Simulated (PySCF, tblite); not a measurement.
# C₆H₅Br: vibronic structure

Aim: compute the vibronic structure of C₆H₅Br (`C=C1C=CC(Br)=C1`).

Computed with tblite 0.8.0 and PySCF 2.14.0 and routines of our own; the level stands in each step. Atoms count from 0.

## 1. The starting structure

12 atoms, charge 0, multiplicity 1; geometry from: force field or distance geometry start.

## 2. Relaxing the molecule with GFN2-xTB

The job: settings as JSON, then the geometry in Å.

```
{"job": {"kind": "relax", "xc": "GFN2-xTB", "basis": "xTB"}, "charge": 0, "multiplicity": 1}
C      1.880100     0.218500     0.751700
C      0.644100     0.065000     0.259800
C      0.034000     1.054000    -0.613000
C     -1.168500     0.567600    -0.894400
C     -1.372000    -0.723100    -0.215400
Br    -2.926700    -1.854200    -0.288500
C     -0.290100    -1.036100     0.472600
H      2.449900     1.110000     0.504000
H      2.278700    -0.552700     1.400600
H      0.450500     1.990100    -0.961700
H     -1.884400     1.071700    -1.529300
H     -0.094400    -1.911500     1.087600
```

Started as:

```bash
$ OMP_NUM_THREADS=1 python excited_run.py task.json out
```

One launch serves the whole session: the jobs run in the order shown.

The program printed:

```text
step      E/eV     max force
  0    -528.00927    1.761
  1    -528.06715    1.375
  2    -528.10913    0.565
  3    -528.14506    0.585
  4    -528.16433    0.593
  5    -528.17426    0.265
  6    -528.17919    0.215
  7    -528.18489    0.246
  8    -528.18887    0.176
  9    -528.19080    0.131
 10    -528.19185    0.117
 11    -528.19280    0.126
 12    -528.19374    0.105
 13    -528.19429    0.062
 14    -528.19463    0.070
 15    -528.19492    0.056
 16    -528.19508    0.033
 17    -528.19515    0.022
 18    -528.19519    0.021
 19    -528.19524    0.027
 20    -528.19529    0.020
 21    -528.19532    0.014
 22    -528.19533    0.011
 23    -528.19535    0.012
 24    -528.19536    0.013
 25    -528.19538    0.012
 26    -528.19539    0.010
 27    -528.19541    0.013
 28    -528.19542    0.015
 29    -528.19544    0.011
 30    -528.19544    0.005
```

Wall time 0.14 s (1 thread of Arm Neoverse V2, shared host).

Step by step:

```csv
step,energy from step 0 (eV),largest force (eV/Å)
0,0.0000,1.7607
1,-0.0579,1.3755
2,-0.0999,0.5646
3,-0.1358,0.5849
4,-0.1551,0.5928
5,-0.1650,0.2649
6,-0.1699,0.2146
7,-0.1756,0.2461
8,-0.1796,0.1755
9,-0.1815,0.1311
10,-0.1826,0.1172
11,-0.1835,0.1259
12,-0.1845,0.1049
13,-0.1850,0.0622
14,-0.1854,0.0698
15,-0.1857,0.0562
16,-0.1858,0.0329
17,-0.1859,0.0222
18,-0.1859,0.0215
19,-0.1860,0.0272
20,-0.1860,0.0203
21,-0.1861,0.0140
22,-0.1861,0.0114
23,-0.1861,0.0124
24,-0.1861,0.0127
25,-0.1861,0.0115
26,-0.1861,0.0102
27,-0.1861,0.0134
28,-0.1861,0.0151
29,-0.1862,0.0108
30,-0.1862,0.0054
```

Distances of close pairs at the start and the end, largest changes first:

```csv
bond,before (Å),after (Å),change (Å)
C4–Br5,1.924,1.882,-0.042
C4–C6,1.320,1.346,+0.026
C3–C4,1.473,1.457,-0.016
C6–H11,1.088,1.072,-0.015
C2–C3,1.327,1.342,+0.015
C1–C2,1.453,1.465,+0.011
C0–H7,1.087,1.077,-0.010
C2–H9,1.082,1.073,-0.009
```

The end geometry stands in the next job.

## 3. Harmonic vibrations with GFN2-xTB

The job: settings as JSON, then the geometry in Å.

```
{"job": {"kind": "ir", "xc": "GFN2-xTB", "basis": "xTB"}, "charge": 0, "multiplicity": 1}
C      1.902875     0.209049     0.773350
C      0.674174     0.089835     0.263241
C     -0.005638     1.039672    -0.620338
C     -1.223823     0.556609    -0.910259
C     -1.373442    -0.720406    -0.224965
Br    -2.935559    -1.763022    -0.346242
C     -0.259948    -1.010622     0.473171
H      2.519332     1.065546     0.557660
H      2.322203    -0.545045     1.417960
H      0.432638     1.959467    -0.957499
H     -1.985443     0.993774    -1.528851
H     -0.066171    -1.875543     1.076745
```

The program printed:

```text
mode    cm-1     km/mol
  1     124.0      0.22
  2     196.6      0.29
  3     246.5      2.73
  4     314.1      1.17
  5     365.5      2.65
  6     507.6      0.00
  7     613.2      1.79
  8     666.7      0.13
  9     667.7      0.19
 10     796.0     10.17
 11     815.5     19.01
 12     827.6      8.60
 13     859.2      0.36
 14     904.4     20.98
 15     934.2      0.33
 16     946.6      1.14
 17    1070.9     12.10
 18    1086.0      9.80
 19    1163.2      3.75
 20    1260.0     69.66
 21    1290.7      8.02
 22    1395.4      0.48
 23    1536.7      0.16
 24    1593.1     38.27
 25    1671.5      4.08
 26    3102.7      2.04
 27    3133.4     12.29
 28    3143.7     14.36
 29    3158.6     18.86
 30    3165.8     11.67
```

Run time: 0.28 s. Hardware: 1 thread of Arm Neoverse V2, shared host.

Which atoms move in the most intense modes:

```csv
cm⁻¹,km/mol,atoms
816,19.0,"H9 50 %, C2 18 %, H10 15 %"
904,21.0,"H8 38 %, H7 36 %, C0 24 %"
1071,12.1,"H10 27 %, C4 24 %, H11 18 %, C3 14 %"
1260,69.7,"C1 40 %, C6 22 %, C4 12 %"
1593,38.3,"C3 34 %, C2 31 %, C4 17 %, C6 12 %"
3133,12.3,"H8 46 %, H7 43 %"
3144,14.4,"H10 60 %, H9 33 %"
3159,18.9,"H9 59 %, H10 32 %"
```

## 4. Vibronic structure: TDDFT PBE0/def2-SVP

Settings changed since step 3:

```diff
@@ -1,2 +1,2 @@
-{"job": {"kind": "ir", "xc": "GFN2-xTB", "basis": "xTB"}, "charge": 0, "multiplicity": 1}
+{"job": {"kind": "vib", "xc": "PBE0", "basis": "def2-SVP", "tda": false}, "charge": 0, "multiplicity": 1}
 C      1.902875     0.209049     0.773350
```

Level: TDDFT PBE0/def2-SVP vertical-gradient vibronic structure (displaced harmonic oscillators, Condon), gas phase.

The program printed:

```text
final grid: 50776 points
cycle   1  E = -2804.6642112998  dE =  7.983e-02  |g| = 3.251e-01  |ddm| = 4.292e+00
cycle   2  E = -2804.6543996024  dE =  9.812e-03  |g| = 3.859e-01  |ddm| = 8.069e-01
cycle   3  E = -2804.6906916928  dE = -3.629e-02  |g| = 9.534e-02  |ddm| = 4.973e-01
cycle   4  E = -2804.6928712819  dE = -2.180e-03  |g| = 3.524e-02  |ddm| = 1.456e-01
cycle   5  E = -2804.6931419644  dE = -2.707e-04  |g| = 1.589e-02  |ddm| = 5.223e-02
cycle   6  E = -2804.6932058443  dE = -6.388e-05  |g| = 4.274e-03  |ddm| = 2.009e-02
cycle   7  E = -2804.6932111815  dE = -5.337e-06  |g| = 8.846e-04  |ddm| = 6.232e-03
cycle   8  E = -2804.6932113306  dE = -1.491e-07  |g| = 1.928e-04  |ddm| = 1.074e-03
cycle   9  E = -2804.6932113366  dE = -5.972e-09  |g| = 1.135e-04  |ddm| = 2.947e-04
cycle  10  E = -2804.6932113399  dE = -3.382e-09  |g| = 2.366e-05  |ddm| = 1.456e-04
cycle  11  E = -2804.6932113401  dE = -1.037e-10  |g| = 1.245e-05  |ddm| = 4.206e-05
converged SCF energy = -2804.6932113401

Singlet excitations (eV, f): 3.335 (0.0139)  4.903 (0.0000)  4.989 (0.3523)  5.700 (0.0006)  6.178 (0.1111)  6.319 (0.0000)

State S1  3.3354 eV  f = 0.01392  H->L 0.96
  relaxed dipole 1.121 D, largest gradient of the excitation energy 0.0736 Eh/bohr
  mode    cm-1        S   lambda/meV  Raman
   23   1536.7    1.7886     340.8   1.000
    9    667.7    2.1122     174.8   0.223
   25   1671.5    0.3071      63.6   0.203
   17   1070.9    0.3977      52.8   0.108
   15    934.2    0.2787      32.3   0.058
   20   1260.0    0.1508      23.6   0.057
   16    946.6    0.2003      23.5   0.042
   21   1290.7    0.1152      18.4   0.045
    2    196.6    0.7362      17.9   0.007
   12    827.6    0.1187      12.2   0.019
   19   1163.2    0.0458       6.6   0.015
   24   1593.1    0.0188       3.7   0.011
  reorganisation energy 0.7757 eV, total S 6.356, 0-0 2.5598 eV
  absorption maximum 3.316 eV, width 0.820 eV

State S3  4.9895 eV  f = 0.35234  H-1->L 0.86
  relaxed dipole 1.314 D, largest gradient of the excitation energy 0.0601 Eh/bohr
  mode    cm-1        S   lambda/meV  Raman
   23   1536.7    0.5383     102.6   1.000
   25   1671.5    0.3071      63.6   0.675
   24   1593.1    0.1375      27.2   0.274
    9    667.7    0.2055      17.0   0.072
   20   1260.0    0.0569       8.9   0.071
   21   1290.7    0.0355       5.7   0.047
    4    314.1    0.1352       5.3   0.010
   17   1070.9    0.0313       4.2   0.028
   15    934.2    0.0332       3.8   0.023
   19   1163.2    0.0190       2.7   0.020
   12    827.6    0.0181       1.9   0.010
   16    946.6    0.0141       1.6   0.010
  reorganisation energy 0.2470 eV, total S 1.552, 0-0 4.7425 eV
  absorption maximum 4.938 eV, width 0.418 eV

State S5  6.1777 eV  f = 0.11110  H-3->L 0.90
  relaxed dipole 1.654 D, largest gradient of the excitation energy 0.0660 Eh/bohr
  mode    cm-1        S   lambda/meV  Raman
   25   1671.5    0.4717      97.8   1.000
    4    314.1    2.0159      78.5   0.151
   12    827.6    0.5614      57.6   0.292
   23   1536.7    0.1634      31.1   0.293
   20   1260.0    0.1482      23.1   0.179
   21   1290.7    0.1341      21.5   0.169
    9    667.7    0.1798      14.9   0.061
   17   1070.9    0.1085      14.4   0.094
    5    365.5    0.2112       9.6   0.021
    2    196.6    0.2813       6.9   0.008
   19   1163.2    0.0417       6.0   0.043
   24   1593.1    0.0237       4.7   0.046
  reorganisation energy 0.3678 eV, total S 4.349, 0-0 5.8099 eV
  absorption maximum 6.094 eV, width 0.526 eV

State T1  2.2127 eV  f = 0.00000  H->L 0.95
  relaxed dipole 0.381 D, largest gradient of the excitation energy 0.0850 Eh/bohr
  mode    cm-1        S   lambda/meV  Raman
   23   1536.7    2.0860     397.4   1.000
    9    667.7    1.7124     141.8   0.155
   17   1070.9    0.3670      48.7   0.085
   21   1290.7    0.2944      47.1   0.100
   16    946.6    0.1757      20.6   0.032
    2    196.6    0.5604      13.7   0.004
   15    934.2    0.1055      12.2   0.019
   19   1163.2    0.0845      12.2   0.023
   25   1671.5    0.0465       9.6   0.026
   20   1260.0    0.0413       6.4   0.013
   12    827.6    0.0213       2.2   0.003
   22   1395.4    0.0061       1.1   0.002
  reorganisation energy 0.7153 eV, total S 5.530, 0-0 1.4974 eV
  absorption maximum 2.157 eV, width 0.784 eV
```

Wall time 36 s (1 thread of Arm Neoverse V2, shared host); peak memory 0.78 GiB.

## 5. What came out

| quantity | value |
| --- | --- |
| strongest single infrared mode (GFN2-xTB) | 1260 cm⁻¹, 70 km/mol |
| zero-point energy (GFN2-xTB) | 53.7 kcal/mol |
| S1: vertical, reorganisation, 0-0, total S (step 4, TDDFT PBE0/def2-SVP, modes from GFN2-xTB) | 3.34, 0.78, 2.56 eV; 6.4 |
| S3: vertical, reorganisation, 0-0, total S (step 4, TDDFT PBE0/def2-SVP, modes from GFN2-xTB) | 4.99, 0.25, 4.74 eV; 1.6 |
| S5: vertical, reorganisation, 0-0, total S (step 4, TDDFT PBE0/def2-SVP, modes from GFN2-xTB) | 6.18, 0.37, 5.81 eV; 4.3 |

What this shows: No mode is imaginary among the 30: a minimum at this level. The strongest single mode, at 1260 cm⁻¹, is carried by C1, C6, C4. Unscaled tight-binding wavenumbers are off by several per cent, some by more. Its intensities can rank the bands wrongly. Steps that list no spin-orbit terms leave them out, which matters at and beside the heavy atoms. The vibronic model keeps the ground-state modes (from xTB) and shifts them along the gradient alone, so it can miss much of the relaxation that a full optimisation finds.
